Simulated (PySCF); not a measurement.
# A diatomic session: AlTl

One table from this session's results is given with a row withheld; the runs are named, their logs left out.

Computed with PySCF 2.14.0. Level: Al cc-pV(D+d)Z, Tl cc-pVDZ-PP with ECP60, scalar-relativistic core potentials.

The first run:

A driver script around PySCF takes these settings:

```yaml
atoms: Al, Tl
charge: 0
basis: Al cc-pV(D+d)Z, Tl cc-pVDZ-PP with ECP60
Hamiltonian: scalar-relativistic core potentials
basis_functions: 46
electrons_treated: 34
masses_in_u: 26.9815, 204.9744
levels: PBE0, PBE, r²SCAN, MN15, LDA, PBEsol, HF, MP2, SCS-MP2, CCSD, CCSD(T)
grid: 80 radial by 434 angular points
occupations: held fixed by the projection of orbital angular momentum
dissociation_limit: Al + Tl, each in its ground configuration
starting_distance_in_angstrom: 2.625
values_of_2S_to_try: 0, 2
```

Started as:

```
OMP_NUM_THREADS=1 python dia.py task.json out
```

Steps of the session up to this table: The job; First curve: PBE0; Higher solutions at PBE0; PBE; r²SCAN (meta-GGA); MN15; LDA (local density); PBEsol; UHF; Adding correlation.

One of the session's tables, all rows but one given; the rest of the session is left out.

| level | Re (Å) | ωe (cm⁻¹) | De (eV) |
| --- | --- | --- | --- |
| UHF | 2.973 | 181.9 | 0.61 |
| UHF-MP2 | 2.915 | 192.1 | 1.08 |
| UHF-SCS-MP2 | 2.919 | 193.3 | 0.94 |
| UHF-CCSD | 2.947 | 184.1 | 1.00 |
| UHF-CCSD(T) | 2.946 | 182.7 | 1.08 |
| LDA | 2.887 | 183.3 | 1.76 |
| PBE | ? | ? | ? |
| PBEsol | 2.923 | 177.5 | 1.58 |
| r²SCAN | 2.934 | 178.3 | 1.42 |
| PBE0 | 2.928 | 181.9 | 1.34 |
| MN15 | 2.905 | 180.8 | 1.46 |

**Question.** Estimate the row for PBE.

The run gave: Re (Å): 2.968; ωe (cm⁻¹): 169.4; De (eV): 1.45. In the column «Re (Å)» it lies between UHF-CCSD (2.947) and UHF (2.973).
